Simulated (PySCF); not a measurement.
# [IF2]-: one geometry, several methods and rigid scans

Aim: at the PBE0 minimum of singlet [IF2]-, found before, compare methods on energies and levels. Rigid scans about the minimum follow.

Method: several methods, basis I def2-TZVPD with ECP28, F def2-TZVPD, scalar-relativistic core potentials, no spin–orbit coupling, density fitting; program: PySCF 2.14.0.

### Step 1. Where the work starts

3 atoms, charge -1, spin multiplicity 1.

Bond lengths: I1–F2 2.082 Å, I1–F3 2.082 Å. Angles: F2–I1–F3 180.0°.

Coordinates in bohr (charge -1 multiplicity 1):
```
I     0.0000    0.0000    0.0000
F     0.0000    0.0000    3.9352
F     0.0000    0.0000   -3.9352
```

### Step 2. PBE0

One driver script runs all steps and calls PySCF; scf.py shows the equivalent input of each level. Each SCF starts from the density of the minimum. The driver also runs the species with one electron less or more at the same geometry (one less: multiplicity 2); their logs are not shown.

scf.py

```python
from pyscf import gto, scf, dft
mol = gto.M(atom='''
I      0.000000     0.000000     0.000000
F      0.000000     0.000000     2.082442
F      0.000000     0.000000    -2.082442''',
    basis={'I': 'def2-TZVPD', 'F': 'def2-TZVPD'},
    ecp={'I': 'def2-TZVPD'},
    charge=-1, spin=0)
mf = dft.RKS(mol, xc='PBE0')
mf.grids.atom_grid = (99, 590)
aux = {'I': 'def2-universal-JKFIT', 'F': 'def2-universal-JKFIT'}
mf = mf.density_fit(auxbasis=aux)
mf.kernel()
```

### Step 3. HF

Edit scf.py of step 2 so:

```diff
@@ -9,2 +9 @@
-mf = dft.RKS(mol, xc='PBE0')
-mf.grids.atom_grid = (99, 590)
+mf = scf.RHF(mol)
```

### Step 4. MP2

Edit scf.py of step 3 so:

```diff
@@ -12,0 +13,2 @@
+from pyscf.mp import dfmp2
+dfmp2.DFMP2(mf, frozen=6).kernel()  # the driver gives MP2 a fitting basis of its own (RI)
```

### Step 5. PBE

Edit scf.py of step 4 so:

```diff
@@ -9 +9,2 @@
-mf = scf.RHF(mol)
+mf = dft.RKS(mol, xc='PBE')
+mf.grids.atom_grid = (99, 590)
@@ -13,2 +13,0 @@
-from pyscf.mp import dfmp2
-dfmp2.DFMP2(mf, frozen=6).kernel()  # the driver gives MP2 a fitting basis of its own (RI)
```

### Step 6. r2SCAN

Edit scf.py of step 5 so:

```diff
@@ -9 +9 @@
-mf = dft.RKS(mol, xc='PBE')
+mf = dft.RKS(mol, xc='R2SCAN')
```

### Step 7. B3LYP

Edit scf.py of step 6 so:

```diff
@@ -9 +9 @@
-mf = dft.RKS(mol, xc='R2SCAN')
+mf = dft.RKS(mol, xc='B3LYP')
```

### Step 8. TPSSh

Edit scf.py of step 7 so:

```diff
@@ -9 +9 @@
-mf = dft.RKS(mol, xc='B3LYP')
+mf = dft.RKS(mol, xc='TPSSH')
```

### Step 9. TPSS

Edit scf.py of step 8 so:

```diff
@@ -9 +9 @@
-mf = dft.RKS(mol, xc='TPSSH')
+mf = dft.RKS(mol, xc='TPSS')
```

### Step 10. wB97X

Edit scf.py of step 9 so:

```diff
@@ -9 +9 @@
-mf = dft.RKS(mol, xc='TPSS')
+mf = dft.RKS(mol, xc='WB97X')
```

### Step 12. Breathing scan

A rigid scan with PBE0: all bonds to the central atom are scaled together. Each point starts from its neighbour's orbitals, and energies count from the minimum. Dipoles of the ion refer to the centre of mass.

### Step 13. Stretching one bond

A rigid scan with PBE0: the bond from I to the last atom (F) is scaled and the rest held.

### Step 14. Bending curve

A rigid scan with PBE0: the F–I–F angle changes, with bonds held.

### Step 15. Map over both bonds

A rigid scan with PBE0: rows scale the first bond (I–F), columns the second (I–F).

(Steps that only read results are left out.)

**Question.** What will these runs give? Wanted: vertical ionisation energy, range; orbital gap, range; all bonds 4 % longer; one bond 20 % longer.

The runs gave:

```
                         quantity                        value
vertical ionisation energy, range  3.95 (PBE) to 4.46 (MP2) eV
               orbital gap, range   3.48 (PBE) to 9.70 (HF) eV
             all bonds 4 % longer                   8.0 kJ/mol
             one bond 20 % longer                  51.4 kJ/mol
```

**Reading.** The vertical ionisation energy spreads over 0.51 eV, from PBE to MP2; without a CCSD(T) value for it there is no yardstick here. The well is lopsided, 10.5 kJ/mol for 4 % shorter bonds against 8.0 for 4 % longer ones.  Spin–orbit coupling is left out.
